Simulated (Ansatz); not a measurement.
# Ta3TiGe8: the cost of one run

Computed with Ansatz 0.2.0 (DFT PBE, scalar-relativistic, plane waves, PAW, unless a step's input says otherwise).

1 further run of the same task is left out (it didn't finish). Runs told in other sessions of the task aren't counted.

## (1) The starting structure

Symmetry: C222, No. 21, orthorhombic system. Conventional cell: a = 5.047 Å, b = 8.899 Å, c = 8.769 Å, α = 90.00°, β = 90.00°, γ = 90.00°. Ti (site symmetry 222) is surrounded by 10 Ge at 2.66 to 2.97 Å. Ta (site symmetry 222) is surrounded by 10 Ge at 2.68 to 2.99 Å. Ta (site symmetry 2) has 10 Ge at 2.68 to 3.00 Å in its first shell of neighbours. Ge (site symmetry 2) has 5 Ge at 2.63 to 2.98 Å and 4 Ta at 2.68 to 2.89 Å and 1 Ti at 2.97 Å in its first shell of neighbours. Ge (site symmetry 2) is surrounded by 5 Ge at 2.64 to 2.98 Å and 3 Ta at 2.68 to 2.99 Å and 2 Ti at 2.88 Å. Ge (site symmetry 2) is surrounded by 5 Ge at 2.63 to 2.98 Å and 5 Ta at 2.68 to 3.00 Å. Ge (site symmetry 2) is surrounded by 5 Ge at 2.64 to 2.93 Å and 2 Ti at 2.66 Å and 3 Ta at 2.90 to 2.93 Å.

Coordinates:

```xyz
12
Lattice="2.5235 -4.4497 0.0000 2.5235 4.4497 0.0000 0.0000 0.0000 8.7688" Properties=species:S:1:pos:R:3 pbc="T T T"
Ti    0.0000    0.0000    0.0000
Ta    2.5235    0.0000    4.3844
Ta    1.2617    2.2249    2.1826
Ta    1.2617   -2.2249    6.5861
Ge    0.0000    0.0000    5.7953
Ge    2.5235    0.0000    1.3941
Ge    0.0000    0.0000    2.9735
Ge    2.5235    0.0000    7.3747
Ge    1.2617    2.2249    5.1779
Ge    1.2617   -2.2249    0.7451
Ge    1.2617    2.2249    8.0237
Ge    1.2617   -2.2249    3.5909
```

The cell was relaxed beforehand at this level, from a generated guess; it needn't be the stable form of this composition. At a tolerance of 0.05 Å it has space group C222 (No. 21); it has 16.41 Å³/atom, an uncorrected energy of -0.24 eV/atom over the elements.

## (2) Bands, states and charges

The input, input.yaml:

```yaml
crystal:
  lattice:
    - [2.5234716871, -4.4497090069, 0.0]
    - [2.5234716871, 4.4497090069, 0.0]
    - [0.0, 0.0, 8.7687792861]
  atoms:
    - { symbol: Ti, position: [0.0, 0.0, 0.0] }
    - { symbol: Ta, position: [0.5, 0.5, 0.5] }
    - { symbol: Ta, position: [0.0, 0.5, 0.2489113714] }
    - { symbol: Ta, position: [0.5, 0.0, 0.7510886286] }
    - { symbol: Ge, position: [0.0, 0.0, 0.6609018562] }
    - { symbol: Ge, position: [0.5, 0.5, 0.1589820012] }
    - { symbol: Ge, position: [0.0, 0.0, 0.3390981438] }
    - { symbol: Ge, position: [0.5, 0.5, 0.8410179988] }
    - { symbol: Ge, position: [0.0, 0.5, 0.5904955494] }
    - { symbol: Ge, position: [0.5, 0.0, 0.0849679957] }
    - { symbol: Ge, position: [0.0, 0.5, 0.9150320043] }
    - { symbol: Ge, position: [0.5, 0.0, 0.4095044506] }
basis:
  ecutwfc: 420
kpoints:
  mp_grid: { grid: [8, 8, 4] }
  band_path:
    path:
      - [[0.0, 0.0, 0.0], [-0.5, 0.5, 0.0], [-0.33040326, 0.66959674, 0.0]]
      - [[0.33040326, 0.33040326, 0.0], [0.0, 0.0, 0.0], [0.0, 0.0, 0.5], [0.33040326, 0.33040326, 0.5]]
      - [[-0.33040326, 0.66959674, 0.5], [-0.5, 0.5, 0.5], [-0.5, 0.5, 0.0]]
      - [[0.0, 0.0, 0.0], [0.0, 0.5, 0.0], [0.0, 0.5, 0.5], [0.0, 0.0, 0.5], [-0.5, 0.5, 0.5]]
    npoints: 10
hamiltonian:
  xc: pbe
scf:
  occupations: { method: gaussian, width: 0.1 }
  n_extra_bands: 30
output:
  forces: true
  stress: true
  eigenvalues: true
  populations: true
  dos: { projected: true, de: 0.02, nscf_kmesh: { grid: [10, 10, 5] } }
  bader: false
  write_density: true
  write_potential: true
  elf: true
  volumetric_format: npy
```

Launch:

```
> ansatz run input.yaml --threads 4 --pin off --max-ram 8192MiB --backend cpu --events-out ev --progress --plain --runs-dir out
```

**Question.** How long does this run take on 4 threads of Intel Xeon 6975P-C (Granite Rapids), shared host, and how much memory does it need?

About 87 s, with a peak of 2.1 GiB.
